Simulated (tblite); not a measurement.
# C3H12SSi3: the cost of one run

The runs use tblite 0.8.0 and PySCF 2.14.0, with density-fitted response routines of our own; the level of theory stands in each step. All values are computed, except where a source is named. Atoms are numbered from 0 throughout.

## 1. The molecule as given

19 atoms, charge 0, multiplicity 1; geometry from: force field or distance geometry start.

Bonds of the start (Å): C0–S1 1.82, S1–Si2 2.11, Si2–Si3 2.22, Si3–C4 1.86, C4–C5 1.53, C5–Si6 1.87, C5–Si2 1.86, C0–H7 1.11, C0–H8 1.12, C0–H9 1.10, Si2–H10 1.46, Si3–H11 1.46, Si3–H12 1.46, C4–H13 1.09, C4–H14 1.11, C5–H15 1.09, Si6–H16 1.49, Si6–H17 1.47, Si6–H18 1.45.

## 2. Geometry optimisation with GFN2-xTB

The job: settings as JSON, then the geometry in Å.

```
{"job": {"kind": "relax", "xc": "GFN2-xTB", "basis": "xTB"}, "charge": 0, "multiplicity": 1}
C      3.302400    -0.321100    -0.038800
S      1.608800    -0.977600     0.041600
Si     0.216700     0.230500    -0.983500
Si    -0.400000     2.126000     0.000700
C     -1.116100     0.664400     0.910900
C     -1.518300    -0.054000    -0.383800
Si    -1.921700    -1.817300     0.102200
H      3.480600     0.131900    -1.035500
H      3.452500     0.424100     0.783500
H      3.999800    -1.153400     0.160000
H      0.391300     0.320200    -2.433700
H     -1.385900     2.929400    -0.713500
H      0.638500     2.849800     0.731800
H     -2.004500     0.855300     1.520400
H     -0.344800     0.063800     1.433200
H     -2.301100     0.471000    -0.933800
H     -2.872600    -1.695000     1.239400
H     -0.693400    -2.484100     0.573500
H     -2.541900    -2.554800    -0.982100
```

On the command line:

```sh
> OMP_NUM_THREADS=1 python probes_run.py task.json out
```

One launch serves the whole session: the jobs run in the order shown.

**Question.** How long does this first job take on 1 thread of Arm Neoverse N1, shared host?

About 3.1 s.
